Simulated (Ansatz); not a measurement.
# BH8NO3Si: small, medium and large basis sets

The task here is to estimate one member of a computed series from the others.

Computed with Ansatz 0.2.0, Gaussian basis. Level: one geometry, several basis sets.

Levels to be run: PBE0-D4/def2-SVP; ωB97M-V/def2-SVP; PBE0-D4/def2-QZVPP; ωB97M-V/def2-QZVPP; the functionals' def2-TZVPP values are taken from earlier runs.

## The geometry

All runs share one geometry, relaxed beforehand with PBE0-D4 in a triple-zeta def2 set.

SMILES `O[B-](O)(O)[NH2+][SiH3]`, 14 atoms, charge 0, spin multiplicity 1.

Atoms are counted from 1 here; the program's logs count them from 0.

Bond lengths: O1–B2 1.420 Å, O1–H7 0.958 Å, B2–O3 1.444 Å, B2–O4 1.437 Å, B2–N5 1.714 Å, O3–H8 0.958 Å, O4–H9 0.959 Å, N5–Si6 1.804 Å, N5–H10 1.015 Å, N5–H11 1.017 Å, Si6–H12 1.476 Å, Si6–H13 1.494 Å, Si6–H14 1.471 Å. Angles: B2–O1–H7 110.9°, O1–B2–O3 110.2°, O1–B2–O4 118.2°, O1–B2–N5 106.9°, O3–B2–O4 116.4°, O3–B2–N5 101.7°, O4–B2–N5 101.1°, B2–O3–H8 110.0°, B2–O4–H9 111.0°, B2–N5–Si6 106.6°, B2–N5–H10 110.0°, B2–N5–H11 107.8°, Si6–N5–H10 112.6°, Si6–N5–H11 112.5°, H10–N5–H11 107.3°, N5–Si6–H12 109.7°, N5–Si6–H13 104.3°, N5–Si6–H14 110.2° and more.

The first run:

Contents of in.yaml:

```yaml
crystal:
  periodic: [false, false, false]
  atoms:
    - {symbol: O, position_ang: [-1.681442, 0.281479, -1.055402]}
    - {symbol: B, position_ang: [-0.941239, 0.235628, 0.155284]}
    - {symbol: O, position_ang: [-0.816094, -1.129013, 0.611933]}
    - {symbol: O, position_ang: [-1.223507, 1.222627, 1.161273]}
    - {symbol: N, position_ang: [0.681714, 0.620772, -0.239512]}
    - {symbol: Si, position_ang: [1.559814, -0.947516, -0.392034]}
    - {symbol: H, position_ang: [-1.993767, 1.169689, -1.231080]}
    - {symbol: H, position_ang: [-0.786462, -1.153382, 1.569286]}
    - {symbol: H, position_ang: [-2.148009, 1.200718, 1.413503]}
    - {symbol: H, position_ang: [0.710216, 1.168844, -1.093290]}
    - {symbol: H, position_ang: [1.052467, 1.204270, 0.505868]}
    - {symbol: H, position_ang: [1.838981, -1.493392, 0.950480]}
    - {symbol: H, position_ang: [2.875894, -0.576233, -0.993326]}
    - {symbol: H, position_ang: [0.858434, -1.833693, -1.334083]}
basis:
  gaussian: {orbitals: def2-SVP}
hamiltonian: {xc: pbe0, dispersion: d4}
output: {orbitals: {seedname: orbitals}}
```

Started as:

```
$ ansatz run in.yaml --threads 4 --pin off --events-out ev --progress --plain --max-ram 11315MiB
```

Among the steps run: PBE0-D4 in def2-SVP; ωB97M-V in def2-SVP; PBE0-D4 in def2-QZVPP; ωB97M-V in def2-QZVPP.

One of the session's tables, all rows but one given; the rest of the session is left out.

It belongs to the step «Functionals by basis». 

```
functional       basis  HOMO (eV)  LUMO (eV)
   PBE0-D4    def2-SVP      -7.52       0.47
   PBE0-D4  def2-TZVPP      -7.85      -0.10
   PBE0-D4  def2-QZVPP      -7.91      -0.34
   ωB97M-V    def2-SVP          ?          ?
   ωB97M-V  def2-TZVPP     -10.32       1.42
   ωB97M-V  def2-QZVPP     -10.37       0.94
```

Estimate the missing values for ωB97M-V, def2-SVP.

As computed: HOMO (eV): -9.97; LUMO (eV): 2.24. In the column «HOMO (eV)» it lies between ωB97M-V, def2-TZVPP (-10.32) and PBE0-D4, def2-QZVPP (-7.91).
